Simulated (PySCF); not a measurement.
# One shape, several levels: GeH2F2 (difluorogermane)

Aim: a comparison of 6 runs (HF/def2-SVP, B3LYP/6-31G*, PBE0/def2-SVP, MP2/3-21G, MP2/cc-pVDZ) of GeH2F2 (difluorogermane). The job is set up through a Python script.

Program for the calculation: PySCF 2.14.0.

### 1 The molecule

GeH2F2: 5 atoms, total charge 0, spin state singlet. SMILES: `[F][GeH2][F]`. Geometry: relaxed at PBE0-D4/def2-TZVP.

Bond lengths: F1–Ge2 1.724 Å, Ge2–F3 1.724 Å, Ge2–H4 1.527 Å, Ge2–H5 1.527 Å. Angles: F1–Ge2–F3 105.0°, F1–Ge2–H4 107.9°, F1–Ge2–H5 107.9°, F3–Ge2–H4 107.9°, F3–Ge2–H5 107.9°, H4–Ge2–H5 119.3°.

### 2 Energy and gradient at HF/def2-SVP (run 1)

The input, geometry.xyz:

```xyz
5
F2GeH2
F     -0.572600     0.228500     1.525800
Ge     0.103000    -0.071300    -0.032200
F     -0.974500     0.694200    -1.139700
H      0.047300    -1.576200    -0.286700
H      1.446600     0.651000    -0.108600
```

The input, calc.py:

```python
import pyscf.grad
from pyscf import gto, scf

mol = gto.Mole()
mol.atom = 'geometry.xyz'
mol.max_memory = 1860
mol.basis = 'def2-svp'
mol.charge = 0
mol.spin = 0
mol.verbose = 4
mol.build()

calc0 = scf.RHF(mol)
calc0.conv_tol = 1e-10
calc0.kernel()
if not calc0.converged:
    calc0 = calc0.newton().run(calc0.mo_coeff, calc0.mo_occ)

e_final = calc0.e_tot
print('Final energy', e_final)
grad = calc0.Gradients().kernel()
calc0.analyze()
```

Launch:

```console
$ OMP_NUM_THREADS=1 python calc.py
```

The log of the run:

```text
PySCF version 2.14.0

[... 78 lines left out ...]
DFT Exchange-Correlation Energy =      -98.479228197186785
[... 15 lines left out ...]
MO #14  energy= -1.71443977904794  occ= 2
[... 13 lines left out ...]
MO #28  energy= 0.150437859800859  occ= 0
[... 13 lines left out ...]
MO #42  energy= 1.501424663516     occ= 0
[... 13 lines left out ...]
MO #56  energy= 2.61223439620621   occ= 0
[... 13 lines left out ...]
MO #70  energy= 3.98101260512136   occ= 0
[... 78 lines left out ...]
Dipole moment(X, Y, Z, Debye):  2.51517, -1.52837, -0.64647
```

Run time: 9.9 s. Hardware: 1 thread of Intel Xeon at 2.50GHz (Skylake/Cascade Lake), shared host; peak memory 0.14 GiB.

### 3 Energy and forces at B3LYP/6-31G(d) (spherical functions) (run 2)

The input, run.py:

```python
from pyscf import gto, dft

system = gto.Mole()
system.atom = '''
F     -0.572600     0.228500     1.525800
Ge     0.103000    -0.071300    -0.032200
F     -0.974500     0.694200    -1.139700
H      0.047300    -1.576200    -0.286700
H      1.446600     0.651000    -0.108600
'''
system.basis = '6-31g*'
system.verbose = 4
system.charge = 0
system.max_memory = 1860
system.build()

calc0 = dft.RKS(system, xc='b3lyp')
calc0.grids.level = 5
calc0.conv_tol = 1e-10
calc0.kernel()
if not calc0.converged:
    calc0 = calc0.newton().run(calc0.mo_coeff, calc0.mo_occ)

etot = calc0.e_tot
print('E(%s) = %.9f' % ('B3LYP', etot))
grad = calc0.nuc_grad_method().kernel()
calc0.analyze()
```

Launch:

```console
$ OMP_NUM_THREADS=1 python run.py
```

The log of the run:

```text
PySCF version 2.14.0

[... 92 lines left out ...]
Two-electron Coulomb Energy =         1217.267038741493707
[... 14 lines left out ...]
MO #12  energy= -1.29276434280138  occ= 2
[... 12 lines left out ...]
MO #25  energy= -0.388883212226916 occ= 2
[... 12 lines left out ...]
MO #38  energy= 0.619055413936735  occ= 0
[... 12 lines left out ...]
MO #51  energy= 1.83513986123315   occ= 0
[... 12 lines left out ...]
MO #64  energy= 3.53685424308327   occ= 0
[... 72 lines left out ...]
Dipole moment(X, Y, Z, Debye):  2.07868, -1.26316, -0.53429
```

Wall time 37 s (1 thread of Intel Xeon at 2.50GHz (Skylake/Cascade Lake), shared host); peak memory 0.63 GiB.

### 4 Energy and forces at B3LYP/6-31G(d) (Cartesian functions) (run 3)

The input, start.xyz:

```xyz
5

F     -0.572600     0.228500     1.525800
Ge     0.103000    -0.071300    -0.032200
F     -0.974500     0.694200    -1.139700
H      0.047300    -1.576200    -0.286700
H      1.446600     0.651000    -0.108600
```

The input, job.py:

```python
# [F][GeH2][F]
from pyscf import gto, dft

molecule = gto.M(
    atom='start.xyz',
    verbose=4,
    cart=True,
    max_memory=1860,
    basis='6-31g*',
)

mf = dft.RKS(molecule, xc='b3lyp')
mf.grids.level = 5
mf.conv_tol = 1e-10
mf.kernel()
if not mf.converged:
    mf = mf.newton().run(mf.mo_coeff, mf.mo_occ)

e_tot = mf.e_tot
print('Final energy', e_tot)
grad = mf.nuc_grad_method().kernel()
dip = mf.dip_moment()
pop, q = mf.mulliken_pop()
```

Launch:

```console
$ OMP_NUM_THREADS=1 python job.py
```

The log of the run:

```text
PySCF version 2.14.0

[... 74 lines left out ...]
converged SCF energy = -2277.70711268289
Final energy -2277.707112682892
[... 12 lines left out ...]
Dipole moment(X, Y, Z, Debye):  2.07034, -1.25809, -0.53214
[... 75 lines left out ...]
charge of    4H =      0.02980
```

Run time: 37 s. Hardware: 1 thread of Intel Xeon at 2.50GHz (Skylake/Cascade Lake), shared host; peak memory 0.68 GiB.

Runs 4 to 5 aren't shown in full; the table further down has their settings and results.

### 5 Energy and gradient at MP2/cc-pVDZ (run 6)

The input, job.py:

```python
# [F][GeH2][F]
from pyscf import gto, scf, mp

system = gto.M(
    atom='''
F   -0.572600   0.228500   1.525800
Ge   0.103000  -0.071300  -0.032200
F   -0.974500   0.694200  -1.139700
H    0.047300  -1.576200  -0.286700
H    1.446600   0.651000  -0.108600
''',
    max_memory=1860,
    basis='cc-pvdz',
    verbose=3,
)

mf = scf.RHF(system)
mf.conv_tol = 1e-10
mf.kernel()
if not mf.converged:
    mf = mf.newton().run(mf.mo_coeff, mf.mo_occ)

pt = mp.MP2(mf, frozen=11).run()
e_final = pt.e_tot
print('E = %.10f Eh' % e_final)
grad = pt.nuc_grad_method().kernel()
dip = mf.dip_moment()
pop, q = mf.mulliken_pop()
```

Launch:

```console
$ OMP_NUM_THREADS=1 python job.py
```

The log of the run:

```text
converged SCF energy = -2275.44763372427
[... 11 lines left out ...]
Dipole moment(X, Y, Z, Debye):  2.53112, -1.53806, -0.65056
[... 71 lines left out ...]
charge of    4H =     -0.11329
```

It took 17 s on 1 thread of Intel Xeon at 2.50GHz (Skylake/Cascade Lake), shared host; peak memory 0.38 GiB.

### 6 Overview of the runs

```
run                               level  integration grid  Cartesian functions   energy (Eh)  dipole moment (D) of the reference  HOMO energy (eV)  LUMO energy (eV)  wall time
  1                         HF/def2-SVP                 –                   no  -2275.048888                                3.01            -13.80              3.61      9.9 s
  2  B3LYP/6-31G* (spherical functions)                 5                   no  -2277.698104                                2.49             -9.51              0.01       37 s
  3  B3LYP/6-31G* (Cartesian functions)                 5                  yes  -2277.707113                                2.48             -9.51             -0.03       37 s
  4                       PBE0/def2-SVP                 5                   no  -2277.077741                                2.56             -9.92              0.32       32 s
  5                           MP2/3-21G                 –                   no  -2264.685787                                3.06            -13.58              4.10      4.8 s
  6                         MP2/cc-pVDZ                 –                   no  -2275.939649                                3.03            -13.76              3.59       17 s
```

### 7 Summary of results

| quantity | value |
| --- | --- |
| run 6: total energy | -2275.93965 Eh |
| run 6: dipole moment (Hartree–Fock density) | 3.03 D |
| run 6: HOMO energy (Hartree–Fock orbitals) | -13.76 eV |
| run 6: LUMO energy (Hartree–Fock orbitals) | 3.59 eV |
| run 6: HOMO–LUMO gap (Hartree–Fock orbitals) | 17.35 eV |
| run 6: correlation energy (11 core orbitals frozen) | -492.0 mEh |
| run 6: largest force on an atom | 0.837 eV/Å |

Over runs 1, 2, 3, 4 the dipole moment (its size) runs from 2.48 D (B3LYP/6-31G*) to 3.01 D (HF/def2-SVP). The two ends differ in method and basis. Over runs 1, 2, 3, 4 the HOMO–LUMO gap runs from 9.48 eV (B3LYP/6-31G*) to 17.41 eV (HF/def2-SVP). Totals of different functionals can't be ranked against each other. All runs together took 2.3 min, the longest 37 s.
